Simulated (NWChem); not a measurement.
**One shape, several levels: C2H6SSi (SMILES C=CS[SiH3])**

Wanted: a comparison of 4 runs (HF/STO-3G, HF/3-21G, B3LYP/6-31G*) of C2H6SSi. 

The calculation is run with NWChem 7.3.0.

## (1) Starting point

C2H6SSi has 10 atoms, charge 0, and is taken as a singlet. As SMILES, `C=CS[SiH3]`. The coordinates come from a PBE0-D4/def2-TZVP relaxation. This is one conformer, not always the lowest.

Bond lengths: C1–C2 1.326 Å, C2–S3 1.761 Å, S3–Si4 2.134 Å, C1–H5 1.084 Å, C1–H6 1.084 Å, C2–H7 1.086 Å, Si4–H8 1.483 Å, Si4–H9 1.487 Å, Si4–H10 1.485 Å. Some angles: C1–C2–S3 123.0°, C2–S3–Si4 99.3°, C1–C2–H7 120.9°, S3–C2–H7 116.0°, C2–C1–H5 122.0°, C2–C1–H6 120.3°, S3–Si4–H8 105.8°, S3–Si4–H9 109.5°, S3–Si4–H10 112.1°, H5–C1–H6 117.8°.

## (2) Energy and gradient at HF/STO-3G (run 1)

m1.nw

```
start m1
title "C2H6SSi"
memory stack 880 mb heap 220 mb global 1100 mb

geometry units angstrom noautosym nocenter noautoz
 C       -0.195600       2.194800       0.281400
 C       -0.226300       0.880200       0.452200
 S       -1.058900      -0.210600      -0.651600
 Si       0.221300      -1.910500      -0.489400
 H       -0.634600       2.671300      -0.587500
 H        0.268100       2.831400       1.025600
 H        0.218000       0.421700       1.331200
 H       -0.480000      -3.012300      -1.191100
 H        0.422800      -2.245200       0.945100
 H        1.548200      -1.672000      -1.112800
end

basis spherical bse
 * library STO-3G
end

scf
 thresh 1e-08
 maxiter 80
 print low
end

task scf gradient
```

Run with:

```
$ nwchem m1.nw > m1.out
```

The program printed:

```text
[...]
  functions       =    34
[...]
  wavefunction    = RHF
[...]
         Total SCF energy =   -757.052449227847
      One-electron energy =  -1450.804698961141
      Two-electron energy =    492.719468099415
 Nuclear repulsion energy =    201.032781633879
        Time for solution =      1.8s
[...]
                         RHF ENERGY GRADIENTS
    atom               coordinates                        gradient
                 x          y          z           x          y          z
   1 C      -0.369630   4.147571   0.531769   -0.002510   0.025597  -0.008741
   2 C      -0.427645   1.663337   0.854534    0.002534  -0.022732   0.005501
   3 S      -2.001031  -0.397976  -1.231345   -0.005272   0.008540   0.002436
   4 Si      0.418196  -3.610322  -0.924832   -0.008667   0.017922  -0.001969
   5 H      -1.199220   5.048025  -1.110214   -0.001227  -0.000566  -0.003295
   6 H       0.506636   5.350570   1.938103    0.001239  -0.001927   0.003959
   7 H       0.411960   0.796897   2.515603   -0.001174  -0.004888  -0.000901
   8 H      -0.907068  -5.692422  -2.250853   -0.017438  -0.021565  -0.015708
   9 H       0.798976  -4.242813   1.785980    0.003913  -0.005732   0.031757
  10 H       2.925674  -3.159622  -2.102887    0.028602   0.005350  -0.013039
[...]
```

Wall time 3 s (1 thread of AMD EPYC 7R13 (Zen 3), shared host); peak memory 0.099 GiB.

## (3) Energy and forces at HF/3-21G (run 2)

m1.xyz

```xyz
10

C     -0.195600     2.194800     0.281400
C     -0.226300     0.880200     0.452200
S     -1.058900    -0.210600    -0.651600
Si     0.221300    -1.910500    -0.489400
H     -0.634600     2.671300    -0.587500
H      0.268100     2.831400     1.025600
H      0.218000     0.421700     1.331200
H     -0.480000    -3.012300    -1.191100
H      0.422800    -2.245200     0.945100
H      1.548200    -1.672000    -1.112800
```

run.py

```python
from ase.io import read
from ase.calculators.nwchem import NWChem

atoms = read('m1.xyz')

calc = NWChem(
    label='m1',
    theory='scf',
    memory='2200 mb',
    basis='3-21G',
    basispar='spherical bse',
    scf={'nopen': '0', 'rhf': None, 'thresh': '1e-08', 'maxiter': '80'},
)
atoms.calc = calc

forces = atoms.get_forces()
print(f"energy = {atoms.get_potential_energy():.6f} eV")
print("forces (eV/A):")
for s, f in zip(atoms.symbols, forces):
    print(f"{s:2s} {f[0]:10.5f} {f[1]:10.5f} {f[2]:10.5f}")
print("dipole (e A):", atoms.get_dipole_moment().round(4))
```

Run with:

```
$ export ASE_NWCHEM_COMMAND="nwchem PREFIX.nwi > PREFIX.nwo"
$ python run.py
```

The program printed:

```text
energy = -20727.412714 eV
forces (eV/A):
C     0.06968   -0.53993    0.17386
C     0.82790    2.01338    1.28535
S    -1.66823    0.17386   -1.11025
Si    0.97373   -1.57439   -0.06037
H     0.17591   -0.18934    0.37456
H    -0.15925   -0.19947   -0.33157
H    -0.21042    0.30128   -0.34823
H     0.05374    0.00427    0.03810
H    -0.01728    0.00679   -0.03975
H    -0.04571    0.00360    0.01831
dipole (e A): [ 0.3523 -0.0559  0.194 ]
```

The calculator wrote m1.nwi:

```
title "m1"

permanent_dir m1

scratch_dir m1

start m1

geometry units angstrom nocenter noautosym noautoz
  C  -1.9560000000000000e-01 2.1947999999999999e+00 2.8139999999999998e-01
  C  -2.2630000000000000e-01 8.8019999999999998e-01 4.5219999999999999e-01
  S  -1.0589000000000000e+00 -2.1060000000000001e-01 -6.5159999999999996e-01
  Si 2.2130000000000000e-01 -1.9105000000000001e+00 -4.8940000000000000e-01
  H  -6.3460000000000005e-01 2.6713000000000000e+00 -5.8750000000000002e-01
  H  2.6810000000000000e-01 2.8313999999999999e+00 1.0256000000000001e+00
  H  2.1800000000000000e-01 4.2170000000000002e-01 1.3311999999999999e+00
  H  -4.7999999999999998e-01 -3.0123000000000002e+00 -1.1911000000000000e+00
  H  4.2280000000000001e-01 -2.2452000000000001e+00 9.4510000000000005e-01
  H  1.5482000000000000e+00 -1.6719999999999999e+00 -1.1128000000000000e+00
end

memory 2200 mb

basis spherical bse noprint
   * library 3-21G
end

scf
  nopen 0
  rhf
  thresh 1e-08
  maxiter 80
end

task scf gradient
```

m1.nwo, shortened:

```text
[...]
      One-electron energy =  -1451.381917402136
[... 1 line left out ...]
 Nuclear repulsion energy =    201.032781633879
[... 42 lines left out ...]
                       ROHF Final Molecular Orbital Analysis
[... 229 lines left out ...]
     1   1 0 0      0.665750      0.000000    -28.408440
[...]
  wavefunction    =   RHF
                         RHF ENERGY GRADIENTS
    atom               coordinates                        gradient
                 x          y          z           x          y          z
   1 C      -0.369630   4.147571   0.531769   -0.001355   0.010500  -0.003381
   2 C      -0.427645   1.663337   0.854534   -0.016100  -0.039154  -0.024996
   3 S      -2.001031  -0.397976  -1.231345    0.032442  -0.003381   0.021591
[... 6 lines of this table left out ...]
  10 H       2.925674  -3.159622  -2.102887    0.000889  -0.000070  -0.000356
[...]
```

Wall time 3.9 s (1 thread of AMD EPYC 7R13 (Zen 3), shared host); peak memory 0.1 GiB.

Run 3 isn't shown in full; the table further down has it.

## (4) Energy and gradient at B3LYP/6-31G(d) (Cartesian functions) (run 4)

a.nw

```
start a
title "C2H6SSi"
memory 2200 mb

geometry noautosym nocenter noautoz
   C     -0.195600     2.194800     0.281400
   C     -0.226300     0.880200     0.452200
   S     -1.058900    -0.210600    -0.651600
   Si     0.221300    -1.910500    -0.489400
   H     -0.634600     2.671300    -0.587500
   H      0.268100     2.831400     1.025600
   H      0.218000     0.421700     1.331200
   H     -0.480000    -3.012300    -1.191100
   H      0.422800    -2.245200     0.945100
   H      1.548200    -1.672000    -1.112800
end

basis cartesian
   * library 6-31G*
end

dft
   xc b3lyp
   grid xfine
   convergence energy 1e-08
   maxiter 100
   mulliken
end

task dft gradient
```

Run with:

```
$ nwchem a.nw > a.out
```

The program printed, shortened:

```text
[...]
          Wavefunction type:  closed shell.
          No. of atoms     :    10
          No. of electrons :    48
[...]
          Charge           :     0
          Spin multiplicity:     1
[...]
          AO basis - number of functions:    80
[...]
              XC Information
              --------------
                         B3LYP Method XC Potential
                     Hartree-Fock (Exact) Exchange  0.200
                        Slater Exchange Functional  0.800 local
                    Becke 1988 Exchange Functional  0.720 non-local
              Lee-Yang-Parr Correlation Functional  0.810
                  VWN I RPA Correlation Functional  0.190 local
[...]
 d= 0,ls=0.0,diis     1   -767.4413563916 -9.68D+02  1.12D-02  5.35D-01     3.6
[...]
 d= 0,ls=0.0,diis    10   -767.4927968549 -8.26D-10  3.48D-07  1.09D-09    29.9
         Total DFT energy =     -767.492796854892
      One electron energy =    -1457.010190276195
           Coulomb energy =      548.198793194298
    Exchange-Corr. energy =      -59.714181406874
 Nuclear repulsion energy =      201.032781633879
[...]
      Total Density - Mulliken Population Analysis
     ---------------------------------------------
[...]
  wavefunction    = closed shell
                         DFT ENERGY GRADIENTS
    atom               coordinates                        gradient
                 x          y          z           x          y          z
   1 C      -0.369630   4.147571   0.531769   -0.000672  -0.007412   0.000480
   2 C      -0.427645   1.663337   0.854534   -0.004025   0.000767  -0.006591
   3 S      -2.001031  -0.397976  -1.231345    0.009533   0.003109   0.007356
   4 Si      0.418196  -3.610322  -0.924832   -0.002824   0.004917   0.000616
   5 H      -1.199220   5.048025  -1.110214    0.000428  -0.001553   0.001078
   6 H       0.506636   5.350570   1.938103   -0.000611  -0.001855  -0.000967
   7 H       0.411960   0.796897   2.515603   -0.000437   0.000148  -0.001844
   8 H      -0.907068  -5.692422  -2.250853   -0.000232   0.000650   0.000086
   9 H       0.798976  -4.242813   1.785980   -0.000477   0.000597  -0.000230
  10 H       2.925674  -3.159622  -2.102887   -0.000683   0.000633   0.000017
[...]
```

It took 39 s on 1 thread of AMD EPYC 7R13 (Zen 3), shared host; peak memory 0.15 GiB.

## (5) The series

```
run                               level  iteration cap  module  energy (Eh)  largest force (eV/Å)  wall time
  1                           HF/STO-3G             80     scf  -757.052449                 1.672        3 s
  2                            HF/3-21G             80     scf  -761.718374                 2.528      3.9 s
  3  B3LYP/6-31G* (spherical functions)            100     dft  -767.486627                 0.630       37 s
  4  B3LYP/6-31G* (Cartesian functions)            100     dft  -767.492797                 0.639       39 s
```

## (6) What came out

| quantity | value |
| --- | --- |
| run 4: total energy | -767.49280 Eh |
| run 4: dipole moment | 1.26 D |
| run 4: HOMO energy | -6.29 eV |
| run 4: LUMO energy | -0.02 eV |
| run 4: HOMO–LUMO gap | 6.27 eV |
| run 4: largest force on an atom | 0.639 eV/Å |

What this shows: Over runs 2, 3, 4 the dipole moment (its size) runs from 1.26 D (B3LYP/6-31G*) to 1.95 D (HF/3-21G). The two ends differ in method and basis. In run 1 the basis is minimal, so the values are rough. All runs together took 83 s, the longest 39 s.
